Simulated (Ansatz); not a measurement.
# AlFHLiO (SMILES [Li][Al]([OH])[F]): functionals against CCSD(T) at one geometry

A test off equilibrium: a structure displaced at random from a GFN2-xTB minimum is computed at several levels, and each is set against CCSD(T).

Computed with Ansatz 0.2.0, Gaussian basis. Level: single points in def2-TZVPP.

Correlated methods freeze the cores. The outer core shell of Li, Na, Mg and K is correlated.

## (1) The starting structure

5 atoms, charge 0, spin multiplicity 1.

Atoms are counted from 1 here; the program's logs count them from 0.

Bond lengths: Li1–Al2 2.421 Å, Al2–O3 1.625 Å, Al2–F4 1.653 Å, O3–H5 0.937 Å. Angles: Li1–Al2–O3 121.0°, Li1–Al2–F4 120.6°, O3–Al2–F4 118.4°, Al2–O3–H5 171.4°.

Coordinates:

```xyz
5
AlFHLiO
Li   -2.1721   -0.9455    1.0787
Al   -0.3734   -0.0053   -0.2405
O     1.1248    0.1396    0.3716
F    -0.6377    0.4807   -1.7978
H     2.0168    0.2988    0.6094
```

## (2) CCSD(T)/def2-TZVPP

The input, run/in.yaml:

```yaml
crystal:
  periodic: [false, false, false]
  atoms:
    - {symbol: Li, position_ang: [-2.172100, -0.945500, 1.078700]}
    - {symbol: Al, position_ang: [-0.373400, -0.005300, -0.240500]}
    - {symbol: O, position_ang: [1.124800, 0.139600, 0.371600]}
    - {symbol: F, position_ang: [-0.637700, 0.480700, -1.797800]}
    - {symbol: H, position_ang: [2.016800, 0.298800, 0.609400]}
basis:
  gaussian: {orbitals: def2-TZVPP}
correlation: {method: ccsd_t}
output: {forces: true}
```

No record of the launch command was kept for these runs.

## (3) PBE0-D4/def2-TZVPP

Changes to run/in.yaml since step 2:

```diff
@@ -10,3 +10,3 @@
   gaussian: {orbitals: def2-TZVPP}
-correlation: {method: ccsd_t}
-output: {forces: true}
+hamiltonian: {xc: pbe0, dispersion: d4}
+output: {forces: true, orbitals: {seedname: orbitals}}
```

## (4) wB97M-V/def2-TZVPP

Changes to run/in.yaml since step 3:

```diff
@@ -10,3 +10,3 @@
   gaussian: {orbitals: def2-TZVPP}
-hamiltonian: {xc: pbe0, dispersion: d4}
-output: {forces: true, orbitals: {seedname: orbitals}}
+hamiltonian: {xc: {name: wB97M-V}}
+output: {forces: true}
```

## (5) r2SCAN-D4/def2-TZVPP

Changes to run/in.yaml since step 4:

```diff
@@ -10,3 +10,3 @@
   gaussian: {orbitals: def2-TZVPP}
-hamiltonian: {xc: {name: wB97M-V}}
+hamiltonian: {xc: r2scan, dispersion: d4}
 output: {forces: true}
```

## (6) PBE-D4/def2-TZVPP

Changes to run/in.yaml since step 5:

```diff
@@ -10,3 +10,3 @@
   gaussian: {orbitals: def2-TZVPP}
-hamiltonian: {xc: r2scan, dispersion: d4}
+hamiltonian: {xc: pbe, dispersion: d4}
 output: {forces: true}
```

## (7) B97M-V/def2-TZVPP

Changes to run/in.yaml since step 6:

```diff
@@ -10,3 +10,3 @@
   gaussian: {orbitals: def2-TZVPP}
-hamiltonian: {xc: pbe, dispersion: d4}
+hamiltonian: {xc: {name: B97M-V}}
 output: {forces: true}
```

## (8) BLYP-D4/def2-TZVPP

Changes to run/in.yaml since step 7:

```diff
@@ -10,3 +10,3 @@
   gaussian: {orbitals: def2-TZVPP}
-hamiltonian: {xc: {name: B97M-V}}
+hamiltonian: {xc: {name: BLYP}, dispersion: d4}
 output: {forces: true}
```

(Steps that only read results are left out.)

What does the calculation give? Wanted: energy less free atoms, CCSD(T)/def2-TZVPP; RMS force component; RMS force error; HOMO and LUMO, PBE0-D4; T1 diagnostic.

**Answer**, as computed:

| quantity | value |
| --- | --- |
| energy less free atoms, CCSD(T)/def2-TZVPP | -1587.0 kJ/mol |
| RMS force component | 0.471 to 0.692 eV/Å over the methods |
| RMS force error | PBE0-D4 0.061, wB97M-V 0.059, r2SCAN-D4 0.066, PBE-D4 0.215, B97M-V 0.139, BLYP-D4 0.249 eV/Å |
| HOMO and LUMO, PBE0-D4 | -5.38 and -1.24 eV |
| T1 diagnostic | 0.013 |

What this shows: Against CCSD(T) the functionals' energies less atoms differ by -54.8 to -4.0 kJ/mol, PBE-D4 by -54.8 kJ/mol. The reference is not at the basis limit: in triple zeta CCSD(T) underbinds, which counts against methods that bind more; the gaps are no ranking. The forces of wB97M-V come nearest to CCSD(T), those of BLYP-D4 are farthest. Frozen-core CCSD(T) forces in triple zeta carry basis errors of their own, and this is one geometry, so small gaps rank nothing.
